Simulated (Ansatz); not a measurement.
# GaH₅O: one structure at several levels

How do the functionals fare away from a minimum? The structure is a structure displaced at random from a GFN2-xTB minimum.

Computed with Ansatz 0.2.0, Gaussian basis. Level: single points in def2-TZVPP.

Cores are frozen in the correlated methods. Filled d shells of the heavier atoms are correlated.

## 1. Where the work starts

7 atoms, charge 0, spin multiplicity 1.

Atoms are counted from 1 here; the program's logs count them from 0.

Bond lengths: O1–Ga2 2.197 Å, O1–H3 0.981 Å, O1–H4 1.001 Å, Ga2–H6 1.366 Å, Ga2–H7 1.469 Å. Angles: Ga2–O1–H3 104.7°, Ga2–O1–H4 110.8°, H3–O1–H4 101.5°, O1–Ga2–H6 101.4°, O1–Ga2–H7 99.0°, H6–Ga2–H7 117.9°.

As a file:

```xyz
7

O    -0.31280   -1.26090   -0.08100
Ga    0.02780    0.90810   -0.01430
H    -0.24330   -1.55290    0.85250
H     0.46770   -1.73110   -0.49490
H     0.18140    1.11050   -1.81640
H    -1.11680    1.34200    0.59310
H     1.26900    0.92060    0.77090
```

## 2. CCSD(T)/def2-TZVPP

Contents of run/in.yaml:

```yaml
crystal:
  periodic: [false, false, false]
  atoms:
    - {symbol: O, position_ang: [-0.312800, -1.260900, -0.081000]}
    - {symbol: Ga, position_ang: [0.027800, 0.908100, -0.014300]}
    - {symbol: H, position_ang: [-0.243300, -1.552900, 0.852500]}
    - {symbol: H, position_ang: [0.467700, -1.731100, -0.494900]}
    - {symbol: H, position_ang: [0.181400, 1.110500, -1.816400]}
    - {symbol: H, position_ang: [-1.116800, 1.342000, 0.593100]}
    - {symbol: H, position_ang: [1.269000, 0.920600, 0.770900]}
basis:
  gaussian: {orbitals: def2-TZVPP}
correlation: {method: ccsd_t}
output: {forces: true}
```

No record of the launch command was kept for these runs.

## 3. PBE0-D4/def2-TZVPP

Changes to run/in.yaml since step 2:

```diff
@@ -12,3 +12,3 @@
   gaussian: {orbitals: def2-TZVPP}
-correlation: {method: ccsd_t}
-output: {forces: true}
+hamiltonian: {xc: pbe0, dispersion: d4}
+output: {forces: true, orbitals: {seedname: orbitals}}
```

## 4. wB97M-V/def2-TZVPP

Changes to run/in.yaml since step 3:

```diff
@@ -12,3 +12,3 @@
   gaussian: {orbitals: def2-TZVPP}
-hamiltonian: {xc: pbe0, dispersion: d4}
-output: {forces: true, orbitals: {seedname: orbitals}}
+hamiltonian: {xc: {name: wB97M-V}}
+output: {forces: true}
```

## 5. r2SCAN-D4/def2-TZVPP

Changes to run/in.yaml since step 4:

```diff
@@ -12,3 +12,3 @@
   gaussian: {orbitals: def2-TZVPP}
-hamiltonian: {xc: {name: wB97M-V}}
+hamiltonian: {xc: r2scan, dispersion: d4}
 output: {forces: true}
```

## 6. PBE-D4/def2-TZVPP

Changes to run/in.yaml since step 5:

```diff
@@ -12,3 +12,3 @@
   gaussian: {orbitals: def2-TZVPP}
-hamiltonian: {xc: r2scan, dispersion: d4}
+hamiltonian: {xc: pbe, dispersion: d4}
 output: {forces: true}
```

## 7. r2SCANh-D4/def2-TZVPP

Changes to run/in.yaml since step 6:

```diff
@@ -12,3 +12,3 @@
   gaussian: {orbitals: def2-TZVPP}
-hamiltonian: {xc: pbe, dispersion: d4}
+hamiltonian: {xc: {name: r2SCANh}, dispersion: d4}
 output: {forces: true}
```

## 8. revPBE-D4/def2-TZVPP

Changes to run/in.yaml since step 7:

```diff
@@ -12,3 +12,3 @@
   gaussian: {orbitals: def2-TZVPP}
-hamiltonian: {xc: {name: r2SCANh}, dispersion: d4}
+hamiltonian: {xc: {name: revPBE}, dispersion: d4}
 output: {forces: true}
```

(Steps that only read results are left out.)

Q: Predict the outcome of this session. Wanted: energy less free atoms, CCSD(T)/def2-TZVPP; RMS force component; RMS force error; HOMO and LUMO, PBE0-D4; T1 diagnostic.

As calculated:

| quantity | value |
| --- | --- |
| energy less free atoms, CCSD(T)/def2-TZVPP | -1760.5 kJ/mol |
| RMS force component | 1.657 to 1.744 eV/Å over the methods |
| RMS force error | PBE0-D4 0.062, wB97M-V 0.046, r2SCAN-D4 0.043, PBE-D4 0.198, r2SCANh-D4 0.055, revPBE-D4 0.212 eV/Å |
| HOMO and LUMO, PBE0-D4 | -7.27 and -0.85 eV |
| T1 diagnostic | 0.013 |

Against CCSD(T) the functionals' energies less atoms differ by -16.3 to +42.8 kJ/mol, PBE-D4 by +3.8 kJ/mol. CCSD(T) in triple zeta still lacks some correlation energy of the bonds, so part of these gaps is its own basis error and they don't rank the functionals. For forces r2SCAN-D4 does best and revPBE-D4 worst. Frozen-core CCSD(T) forces in triple zeta carry basis errors of their own, and this is one geometry, so small gaps rank nothing.
